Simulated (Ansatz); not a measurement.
# CH6InNSi: small, medium and large basis sets

The task here is to estimate one member of a computed series from the others.

Computed with Ansatz 0.2.0, Gaussian basis. Level: one geometry, several basis sets.

Plan: PBE0-D4/def2-SVP; ωB97M-V/def2-SVP; PBE0-D4/def2-QZVPP; ωB97M-V/def2-QZVPP; the functionals' def2-TZVPP values are taken from earlier runs.

**The relaxed structure**

The geometry comes from an earlier relaxation with PBE0-D4 in a triple-zeta def2 set; it is a stationary point, not always the lowest conformer. In takes the def2 core potential; no spin-orbit term is included.

SMILES `N=[C]([SiH3])[InH2]`, 10 atoms, charge 0, spin multiplicity 1.

Atoms are counted from 1 here; the program's logs count them from 0.

Bond lengths: N1–C2 1.274 Å, N1–H5 1.026 Å, C2–Si3 1.886 Å, C2–In4 2.209 Å, Si3–H6 1.485 Å, Si3–H7 1.490 Å, Si3–H8 1.490 Å, In4–H9 1.722 Å, In4–H10 1.737 Å. Angles: C2–N1–H5 113.0°, N1–C2–Si3 118.6°, N1–C2–In4 119.6°, Si3–C2–In4 121.8°, C2–Si3–H6 113.1°, C2–Si3–H7 107.7°, C2–Si3–H8 107.7°, H6–Si3–H7 110.4°, H6–Si3–H8 110.4°, H7–Si3–H8 107.3°, C2–In4–H9 127.7°, C2–In4–H10 108.2°, H9–In4–H10 124.1°.

Set-up of the first run:

The input, in.yaml:

```yaml
crystal:
  periodic: [false, false, false]
  atoms:
    - {symbol: N, position_ang: [-0.437516, -0.460312, -1.690335]}
    - {symbol: C, position_ang: [-0.124698, -0.161027, -0.492158]}
    - {symbol: Si, position_ang: [0.345753, -1.551957, 0.690726]}
    - {symbol: In, position_ang: [-0.146079, 1.953711, 0.145716]}
    - {symbol: H, position_ang: [-0.677801, 0.359814, -2.257880]}
    - {symbol: H, position_ang: [0.296368, -2.894736, 0.058676]}
    - {symbol: H, position_ang: [-0.582599, -1.491529, 1.854324]}
    - {symbol: H, position_ang: [1.716159, -1.268983, 1.201967]}
    - {symbol: H, position_ang: [0.235884, 2.588969, 1.700386]}
    - {symbol: H, position_ang: [-0.625491, 2.926059, -1.211432]}
basis:
  gaussian: {orbitals: def2-SVP}
hamiltonian: {xc: pbe0, dispersion: d4}
output: {orbitals: {seedname: orbitals}}
```

Launch:

```
$ ansatz run in.yaml --threads 4 --pin off --events-out ev --progress --plain --max-ram 10444MiB
```

Steps of the session up to this table: PBE0-D4 in def2-SVP; ωB97M-V in def2-SVP; PBE0-D4 in def2-QZVPP; ωB97M-V in def2-QZVPP.

One of the session's tables, all rows but one given; the rest of the session is left out.

It belongs to the step «Functionals by basis». 

```
functional       basis  HOMO (eV)  LUMO (eV)
   PBE0-D4    def2-SVP          ?          ?
   PBE0-D4  def2-TZVPP      -6.25      -2.28
   PBE0-D4  def2-QZVPP      -6.27      -2.30
   ωB97M-V    def2-SVP      -8.21      -0.52
   ωB97M-V  def2-TZVPP      -8.36      -0.66
   ωB97M-V  def2-QZVPP      -8.39      -0.69
```

**Question.** Estimate the row for PBE0-D4, def2-SVP.

The run gave: HOMO (eV): -6.13; LUMO (eV): -2.20. In the column «HOMO (eV)» it is the highest.
